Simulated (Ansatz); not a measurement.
**CH8AlGaSi: one species, many methods**

How much do the methods differ for CH8AlGaSi? The plan is to run it at one geometry with functionals of several rungs and with coupled cluster. The yardstick is the atomisation energy at the CCSD(T) limit.

Computed with Ansatz 0.2.0, Gaussian basis. Level: functionals in def2-TZVPP, the program's frozen cores in correlated methods.

Levels to be run: LDA (SPW92), PBE-D4, revPBE-D4, BLYP-D4, r2SCAN-D4, B97M-V, PBE0-D4, B3LYP-D4, r2SCANh-D4, r2SCAN0-D4, HSE06-D4, BHLYP-D4, CAM-B3LYP-D4, LC-ωPBE, ωB97X-V, ωB97M-V, B2PLYP, PBE-QIDH; CCSD(T)/def2-SVP; CCSD(T)/def2-TZVPP; MP2/def2-QZVPP; extrapolation to the limit; RPA on PBE.

## (1) The relaxed structure

The geometry comes from an earlier relaxation with PBE0-D4 in a triple-zeta def2 set; it is a stationary point, not always the lowest conformer.

SMILES `C[SiH2][AlH][GaH2]`, 12 atoms, charge 0, spin multiplicity 1.

Atoms are counted from 1 here; the program's logs count them from 0.

Bond lengths: C1–Si2 1.883 Å, C1–H5 1.092 Å, C1–H6 1.092 Å, C1–H7 1.092 Å, Si2–Al3 2.464 Å, Si2–H8 1.497 Å, Si2–H9 1.496 Å, Al3–Ga4 2.513 Å, Al3–H10 1.599 Å, Ga4–H11 1.581 Å, Ga4–H12 1.581 Å. Angles: Si2–C1–H5 110.9°, Si2–C1–H6 110.8°, Si2–C1–H7 110.7°, H5–C1–H6 108.3°, H5–C1–H7 108.3°, H6–C1–H7 107.8°, C1–Si2–Al3 115.9°, C1–Si2–H8 109.2°, C1–Si2–H9 109.3°, Al3–Si2–H8 108.1°, Al3–Si2–H9 108.6°, H8–Si2–H9 105.3°, Si2–Al3–Ga4 121.4°, Si2–Al3–H10 119.0°, Ga4–Al3–H10 119.6°, Al3–Ga4–H11 122.8°, Al3–Ga4–H12 122.9°, H11–Ga4–H12 114.3°.

Coordinates:

```csv
atom,x (Å),y (Å),z (Å)
C1,-0.0916,2.5675,0.1453
Si2,-0.7412,0.8086,-0.0291
Al3,0.9491,-0.9803,0.0948
Ga4,0.3238,-3.3953,-0.2092
H5,-0.9070,3.2917,0.0843
H6,0.6275,2.7946,-0.6448
H7,0.4131,2.6997,1.1047
H8,-1.7656,0.5540,1.0320
H9,-1.4760,0.6802,-1.3262
H10,2.4732,-0.5896,0.3791
H11,0.3164,-4.1069,-1.6215
H12,-0.1217,-4.3242,0.9905
```

## (2) LDA

This LDA is Slater exchange with PW92 correlation.

Input file in.yaml:

```yaml
crystal:
  periodic: [false, false, false]
  atoms:
    - {symbol: C, position_ang: [-0.091583, 2.567502, 0.145272]}
    - {symbol: Si, position_ang: [-0.741201, 0.808567, -0.029082]}
    - {symbol: Al, position_ang: [0.949084, -0.980291, 0.094759]}
    - {symbol: Ga, position_ang: [0.323787, -3.395292, -0.209191]}
    - {symbol: H, position_ang: [-0.907015, 3.291728, 0.084333]}
    - {symbol: H, position_ang: [0.627486, 2.794555, -0.644780]}
    - {symbol: H, position_ang: [0.413116, 2.699696, 1.104720]}
    - {symbol: H, position_ang: [-1.765615, 0.554025, 1.032019]}
    - {symbol: H, position_ang: [-1.475981, 0.680239, -1.326208]}
    - {symbol: H, position_ang: [2.473190, -0.589646, 0.379130]}
    - {symbol: H, position_ang: [0.316411, -4.106863, -1.621452]}
    - {symbol: H, position_ang: [-0.121677, -4.324209, 0.990478]}
basis:
  gaussian: {orbitals: def2-TZVPP}
hamiltonian: {xc: lda}
output: {orbitals: {seedname: orbitals}}
```

Started as:

```
ansatz run in.yaml --threads 4 --pin off --events-out ev --progress --plain --max-ram 10444MiB
```

The runs that follow: PBE-D4 (GGA); revPBE-D4 (GGA); BLYP-D4 (GGA); r2SCAN-D4 (meta-GGA); B97M-V (meta-GGA); PBE0-D4 (hybrid); B3LYP-D4 (hybrid); r2SCANh-D4 (hybrid); r2SCAN0-D4 (hybrid); HSE06-D4 (hybrid); BHLYP-D4 (hybrid); CAM-B3LYP-D4 (range-separated); LC-ωPBE (range-separated); ωB97X-V (range-separated); ωB97M-V (range-separated); B2PLYP (double hybrid); PBE-QIDH (double hybrid); CCSD(T) in def2-SVP; CCSD(T) in def2-TZVPP; MP2 in def2-QZVPP; RPA on PBE orbitals.

Q: Predict the results of all the runs planned. Wanted: atomisation energy, CCSD(T)/CBS; farthest beyond LDA; mean size of error, GGA; mean size of error, meta-GGA; mean size of error, hybrid; mean size of error, range-separated; mean size of error, double hybrid; gap, smallest and largest; T1 diagnostic.

**Answer**, as computed:

```
                               quantity                                                                                                            value
        atomisation energy, CCSD(T)/CBS                                                                                                    3442.4 kJ/mol
 functionals within 34.4 kJ/mol (1.0 %)  PBE-D4, r2SCAN-D4, PBE0-D4, B3LYP-D4, r2SCANh-D4, r2SCAN0-D4, HSE06-D4, CAM-B3LYP-D4, LC-ωPBE, ωB97X-V, ωB97M-V
                    farthest beyond LDA                                                                                         revPBE-D4 (-83.4 kJ/mol)
                mean size of error, GGA                                                                                                      61.7 kJ/mol
           mean size of error, meta-GGA                                                                                                      20.8 kJ/mol
             mean size of error, hybrid                                                                                                      27.7 kJ/mol
    mean size of error, range-separated                                                                                                      17.4 kJ/mol
      mean size of error, double hybrid                                                                                                      49.9 kJ/mol
              gap, smallest and largest                                                                         2.70 eV (LDA (SPW92)), 8.91 eV (LC-ωPBE)
                          T1 diagnostic                                                                                                           0.0131
triples share of the correlation energy                                                                                                            3.6 %
```

**Reading.** The LDA atomisation energy is off by 360.2 kJ/mol (10 %): it overbinds. PBE-D4 misses by -30.5 kJ/mol. Double hybrids carry the basis error of their MP2 part in triple zeta, and no dispersion term here, so their miss is partly the set-up's. The rungs range-separated, meta-GGA, hybrid miss on average by less than the doubt on the reference (34.4 kJ/mol), so they tie. Misses under about 34.4 kJ/mol are within the doubt on the reference itself, which lacks core-valence correlation, relativity and higher excitations, and its outer-core shells are covered unevenly. Hartree-Fock recovers 76 % of the binding; the rest is correlation. CCSD(T) in def2-SVP is off by -192.8 kJ/mol, so the small basis spoils what the method gains. The gap grows from 2.7 to 8.9 eV across the functionals, mostly with the share of exact exchange. Correlated methods include outer-core shells of Ga, which these sets cover unevenly.
